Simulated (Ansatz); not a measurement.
# C₂H₄FSn, SMILES C=[CH][SnH][F]: a geometry optimisation

Program: Ansatz 0.2.0 through its Python package.

Script `run_opt.py`:
```python
"""Relax the C2H4FSn molecule."""

import logging
import sys

import ansatz as az
import numpy as np

logging.basicConfig(stream=sys.stdout, format="%(name)s: %(message)s")
logger = logging.getLogger("ansatz_job")
logger.setLevel(logging.INFO)


def main() -> None:
    c2h4fsn = (
        az.Crystal.molecule()
        .atom("C", [-0.6331, 1.0206, 0.4213])
        .atom("C", [-0.7802, -0.0062, -0.3798])
        .atom("Sn", [0.7868, -1.3946, -0.5183])
        .atom("F", [2.4907, -0.4787, -1.1419])
        .atom("H", [0.2152, 1.2314, 0.9806])
        .atom("H", [-1.5019, 1.7893, 0.4672])
        .atom("H", [-1.6477, -0.1675, -0.9611])
        .atom("H", [1.1623, -2.0515, 1.0762])
    )

    calculation = c2h4fsn.calculation().basis(gaussian="def2-SVP").functional("pbe").spin("collinear", total=1)
    symbols = [site.symbol for site in c2h4fsn.cartesian_sites]
    start = np.array([site.position_ang for site in c2h4fsn.cartesian_sites], dtype=float)
    def progress(event):
        if event["event"] == "relax_step":
            row = event["data"]
            logger.info(f"step {row['step']:3d}  E = {row['lagrangian_ev']:.6f} eV  largest force component {row['allowed_force_max_ev_ang']:.4f} eV/A")


    summary = calculation.relax(force_tolerance=0.02, max_steps=100).session().plan().execute(on_event=progress).report
    end = np.array(summary["positions_ang"])

    logger.info(f"E = {summary['free_energy_ev']:.6f} eV = {summary['free_energy_ev'] / 27.211386246:.7f} Ha")
    print("converged:", summary["converged"], " doubts:", summary["published_state_doubts"] or "none")

    logger.info("final positions (A) and the move of each atom")
    for symbol, xyz, old in zip(symbols, end, start):
        logger.info(f"{symbol:2s} {xyz[0]:10.5f} {xyz[1]:10.5f} {xyz[2]:10.5f}   {np.linalg.norm(xyz - old):7.4f}")


if __name__ == "__main__":
    main()
```

`python run_opt.py` gives:
```text
ansatz_job: step   1  E = -10676.417837 eV  largest force component 3.4536 eV/A
ansatz_job: step   2  E = -10676.710260 eV  largest force component 1.0637 eV/A
ansatz_job: step   3  E = -10676.681108 eV  largest force component 0.7204 eV/A
ansatz_job: step   4  E = -10676.752892 eV  largest force component 0.2831 eV/A
ansatz_job: step   5  E = -10676.751627 eV  largest force component 0.0858 eV/A
ansatz_job: step   6  E = -10676.755990 eV  largest force component 0.0689 eV/A
ansatz_job: step   7  E = -10676.756944 eV  largest force component 0.0290 eV/A
ansatz_job: step   8  E = -10676.758946 eV  largest force component 0.0863 eV/A
ansatz_job: step   9  E = -10676.762577 eV  largest force component 0.2467 eV/A
ansatz_job: step  10  E = -10676.773896 eV  largest force component 0.4657 eV/A
ansatz_job: step  11  E = -10676.792923 eV  largest force component 0.5289 eV/A
ansatz_job: step  12  E = -10676.823366 eV  largest force component 0.6680 eV/A
ansatz_job: step  13  E = -10676.840687 eV  largest force component 0.5658 eV/A
ansatz_job: step  14  E = -10676.859151 eV  largest force component 0.4451 eV/A
ansatz_job: step  15  E = -10676.874442 eV  largest force component 0.1261 eV/A
ansatz_job: step  16  E = -10676.876224 eV  largest force component 0.0192 eV/A
ansatz_job: E = -10676.876261 eV = -392.3679656 Ha
converged: True  doubts: none
ansatz_job: final positions (A) and the move of each atom
ansatz_job: C    -0.58187    1.18450    0.14645    0.3241
ansatz_job: C    -0.82118   -0.08143   -0.24273    0.1616
ansatz_job: Sn    0.89757   -1.35816   -0.64222    0.1702
ansatz_job: F     2.32432   -0.09209   -0.09822    1.1254
ansatz_job: H     0.44919    1.56372    0.25593    0.8309
ansatz_job: H    -1.40136    1.88639    0.39166    0.1589
ansatz_job: H    -1.84613   -0.47014   -0.37777    0.6865
ansatz_job: H     1.07156   -2.68999    0.51110    0.8575
```

Notes:
- Total energies depend on the basis set; only differences at equal settings carry meaning.
- The end point is the stationary point reached from this start; no frequency run checks that it is a minimum, and the basis set is modest.
- def2 sets replace the cores of elements past krypton by effective core potentials.
- The species is open-shell (spin multiplicity 2).
- Wall time of the script: 85 s on 1 thread of Intel(R) Xeon(R) Platinum 8259CL CPU @ 2.50GHz (Skylake/Cascade Lake), on a shared host, peak memory 0.23 GiB.

(Lines on the test bed's own set-up are left out of the output.)
